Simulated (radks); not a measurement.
**Nd¹⁸⁺ in [Ar] 3d10 4s2 4p5 4d6 4f1: an all-electron calculation**

Aim: the levels, the sizes of the orbitals and the parts of the energy of the neodymium ion Nd18+.

The numbers are computed with radks (a radial shooting solver on a logarithmic mesh, Libxc functionals) version 1 (Dirac Kohn-Sham, LDA (Slater exchange, Perdew-Wang correlation), spin-unpolarised, spherical densities, finite nucleus; open shells are shared between the two j in proportion to 2j + 1), except any that are marked as measured or tabulated.

### Step 1. Starting point

```
element            : neodymium (Z = 60)
charge             : +18
electrons          : 42
configuration      : [Ar] 3d10 4s2 4p5 4d6 4f1
nuclear rms radius : 4.9123 fm
```

The outer shells:

Nd¹⁸⁺
```
[Ar] core
3d [↑↓][↑↓][↑↓][↑↓][↑↓]
4s [↑↓]
4p [↑↓][↑↓][↑ ]
4d [↑↓][↑ ][↑ ][↑ ][↑ ]
4f [↑ ][  ][  ][  ][  ][  ][  ]
```

### Step 2. Self-consistent calculation

The run's settings:

```text
Z 60
configuration [Ar] 3d10 4s2 4p5 4d6 4f1 5s0 5p0 5d0 5f0
relativity Dirac
functional lda,pw
spin unpolarised
j_filling average
nucleus finite rms 4.9123 fm
c 137.035999084
```

Q: Predict the outcome of this run.

As calculated:

```
                        quantity                    value
                    total energy       -9491.7244 hartree
exchange-correlation share of it                   2.10 %
                            −T/E                   1.0790
          highest occupied level        4f7/2, -384.48 eV
    most extended occupied level  4f7/2, <r> = 0.645 bohr
 radius at density 0.001 e/bohr³                1.64 bohr
    maxima of the radial density                        4
```

**Reading.** The radial density shows 4 maxima for 4 occupied principal shells. −T/E is 1.079: with relativity the kinetic term as defined here no longer equals −E. This is not the tabulated ground configuration, so its levels and sizes aren't those of the ground state, and no measured value stands beside it.
